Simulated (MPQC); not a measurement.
# AsH3 (SMILES [AsH3]): UHF/cc-pVDZ (Cartesian functions)

Aim: the vertical electron affinity of AsH3 at UHF/cc-pVDZ (Cartesian functions), from 2 runs. 

The calculation is run with MPQC 2.3.1.

5 further runs of the same task are left out: 2 that didn't finish, 3 set aside as unsound or not needed.

**1. The system as given**

AsH3: 4 atoms, total charge 0, spin state singlet. As SMILES, `[AsH3]`. Geometry: relaxed at PBE0-D4/def2-TZVP.

Bond lengths: As1–H2 1.522 Å, As1–H3 1.522 Å, As1–H4 1.522 Å. Angles: H2–As1–H3 92.0°, H2–As1–H4 92.0°, H3–As1–H4 92.0°.

**2. A single-point energy at UHF/cc-pVDZ (Cartesian functions)**

job.in

```
% AsH3
molecule<Molecule>: (
    symmetry = c1
    unit = angstrom
    { atoms geometry } = {
        As [ -0.215800       0.487600      -0.346000 ]
        H  [ 0.349900       0.630300       1.059400 ]
        H  [ -1.068000      -0.705500       0.061100 ]
        H  [ 0.933900      -0.412500      -0.774500 ]
    }
)
basis<GaussianBasisSet>: (
    name = "cc-pVDZ"
    molecule = $:molecule
    basisdir = "."
    puream = no
)
mpqc: (
    checkpoint = no
    savestate = no
    restart = no
    do_energy = yes
    do_gradient = no
    optimize = no
    mole<UHF>: (
        molecule = $:molecule
        basis = $:basis
        total_charge = 0
        multiplicity = 1
        memory = 1000000000
        print_evals = yes
        maxiter = 100
        guess_wavefunction<UHF>: (
            molecule = $:molecule
            total_charge = 0
            multiplicity = 1
            memory = 1000000000
            value_accuracy = 1e-3
            basis<GaussianBasisSet>: (
                name = "STO-3G"
                molecule = $:molecule
            )
        )
    )
)
```

The basis set cc-pVDZ is read from a file made from the Basis Set Exchange's data (not shown).

Started as:

```sh
mpqc job.in > job.out
```

What it wrote:

```text
MPQC: Massively Parallel Quantum Chemistry
[...]
  <S^2>      = -0.000000
  total scf energy = -2235.8988282680
Value of the MolecularEnergy: -2235.8988282680
[...]
      symmetry = c1
[...]
      nbasis = 44
[...]
    nalpha = 18
    nbeta = 18
[...]
```

Wall time 6.3 s (1 thread of Arm Neoverse V1, shared host); peak memory 0.28 GiB.

**3. The doublet anion at the same level**

input.in

```
% emacs should use -*- KeyVal -*- mode
molecule<Molecule>: (
    symmetry = c1
    unit = angstrom
    { atoms geometry } = {
        As [ -0.215800 0.487600 -0.346000 ]
        H  [ 0.349900 0.630300 1.059400 ]
        H  [ -1.068000 -0.705500 0.061100 ]
        H  [ 0.933900 -0.412500 -0.774500 ]
    }
)
basis<GaussianBasisSet>: (
    name = "cc-pVDZ"
    molecule = $:molecule
    basisdir = "."
    puream = no
)
mpqc: (
    checkpoint = no
    savestate = no
    restart = no
    do_energy = yes
    do_gradient = no
    optimize = no
    mole<UHF>: (
        molecule = $:molecule
        basis = $:basis
        total_charge = -1
        multiplicity = 2
        memory = 1000000000
        print_evals = yes
        maxiter = 100
        guess_wavefunction<HSOSHF>: (
            molecule = $:molecule
            total_charge = -1
            multiplicity = 2
            memory = 1000000000
            value_accuracy = 1e-3
            basis<GaussianBasisSet>: (
                name = "STO-3G"
                molecule = $:molecule
            )
            guess_wavefunction<ExtendedHuckelWfn>: (
                molecule = $:molecule
                total_charge = -1
                multiplicity = 2
                basis<GaussianBasisSet>: (
                    name = "STO-3G"
                    molecule = $:molecule
                )
            )
        )
    )
)
```

The basis set cc-pVDZ is read from a file made from the Basis Set Exchange's data (not shown).

Started as:

```sh
mpqc input.in > input.out
```

What it wrote:

```text
MPQC: Massively Parallel Quantum Chemistry
[...]
  <S^2>      = 0.763437
  total scf energy = -2235.7637950255
Value of the MolecularEnergy: -2235.7637950255
[...]
      symmetry = c1
[...]
      nbasis = 44
[...]
    nalpha = 19
    nbeta = 18
[...]
```

Wall time 27 s (1 thread of Arm Neoverse V1, shared host); peak memory 0.28 GiB.

**4. Summary of results**

At UHF/cc-pVDZ (Cartesian functions):

```
                                         quantity           value
                       singlet AsH3: total energy  -2235.89883 Eh
                      doublet anion: total energy  -2235.76380 Eh
                              doublet anion: ⟨S²⟩           0.763
vertical electron affinity (to the doublet anion)       -3.674 eV
```

In words: The anion lies 3.67 eV (85 kcal/mol) above the neutral: the electron isn't bound at this level, and such a value depends on the basis. Without diffuse functions anions come out too high. Hartree–Fock misses the correlation that binds many anions.
